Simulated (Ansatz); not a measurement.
# BH5O3Si: basis-set convergence

An exercise on one series of results from a longer session: the logs are not shown, and one member is left open.

Program: Ansatz 0.2.0, Gaussian basis. Level of theory: one geometry, several basis sets. These are calculated values, not measurements.

Levels to be run: PBE0-D4/def2-SVP; ωB97M-V/def2-SVP; PBE0-D4/def2-QZVPP; ωB97M-V/def2-QZVPP; the functionals' def2-TZVPP values are taken from earlier runs.

## The relaxed structure

All runs share one geometry, relaxed beforehand with PBE0-D4 in a triple-zeta def2 set.

SMILES `OB(O)O[SiH3]`, 10 atoms, charge 0, spin multiplicity 1.

Atoms are counted from 1 here; the program's logs count them from 0.

Bond lengths: O1–B2 1.365 Å, O1–H6 0.960 Å, B2–O3 1.366 Å, B2–O4 1.365 Å, O3–H7 0.960 Å, O4–Si5 1.653 Å, Si5–H8 1.484 Å, Si5–H9 1.484 Å, Si5–H10 1.482 Å. Angles: B2–O1–H6 112.6°, O1–B2–O3 119.7°, O1–B2–O4 119.4°, O3–B2–O4 120.9°, B2–O3–H7 112.1°, B2–O4–Si5 130.1°, O4–Si5–H8 110.7°, O4–Si5–H9 110.7°, O4–Si5–H10 106.3°, H8–Si5–H9 109.8°, H8–Si5–H10 109.7°, H9–Si5–H10 109.7°.

As a file:

```xyz
10

O    -0.9110   -0.5081   -1.3382
B     0.3623   -0.1957   -0.9597
O     1.3763   -0.2630   -1.8722
O     0.6037    0.1806    0.3299
Si   -0.4347    0.3386    1.6057
H    -0.9698   -0.7585   -2.2627
H     2.2228   -0.0215   -1.4903
H    -1.4726    1.3582    1.3131
H    -1.0811   -0.9601    1.9189
H     0.3872    0.7785    2.7583
```

The first run:

Input file in.yaml:

```yaml
crystal:
  periodic: [false, false, false]
  atoms:
    - {symbol: O, position_ang: [-0.910994, -0.508074, -1.338158]}
    - {symbol: B, position_ang: [0.362294, -0.195710, -0.959682]}
    - {symbol: O, position_ang: [1.376314, -0.262981, -1.872214]}
    - {symbol: O, position_ang: [0.603746, 0.180562, 0.329889]}
    - {symbol: Si, position_ang: [-0.434667, 0.338577, 1.605709]}
    - {symbol: H, position_ang: [-0.969803, -0.758467, -2.262659]}
    - {symbol: H, position_ang: [2.222768, -0.021458, -1.490314]}
    - {symbol: H, position_ang: [-1.472620, 1.358173, 1.313138]}
    - {symbol: H, position_ang: [-1.081120, -0.960103, 1.918867]}
    - {symbol: H, position_ang: [0.387181, 0.778482, 2.758324]}
basis:
  gaussian: {orbitals: def2-SVP}
hamiltonian: {xc: pbe0, dispersion: d4}
output: {orbitals: {seedname: orbitals}}
```

Launch:

```sh
$ ansatz run in.yaml --threads 4 --pin off --events-out ev --progress --plain --max-ram 10444MiB
```

Steps of the session up to this table: PBE0-D4 in def2-SVP; ωB97M-V in def2-SVP; PBE0-D4 in def2-QZVPP; ωB97M-V in def2-QZVPP.

One table of the session follows, with a row left open; its other results are not shown here.

It belongs to the step «Functionals by basis». 

```
functional       basis  HOMO (eV)  LUMO (eV)
   PBE0-D4    def2-SVP      -8.79       0.85
   PBE0-D4  def2-TZVPP      -8.95       0.15
   PBE0-D4  def2-QZVPP          ?          ?
   ωB97M-V    def2-SVP     -11.07       2.69
   ωB97M-V  def2-TZVPP     -11.26       1.65
   ωB97M-V  def2-QZVPP     -11.29       1.22
```

**Question.** Estimate the row for PBE0-D4, def2-QZVPP.

The run gave: HOMO (eV): -8.97; LUMO (eV): -0.05. In the column «HOMO (eV)» it lies between ωB97M-V, def2-SVP (-11.07) and PBE0-D4, def2-TZVPP (-8.95).
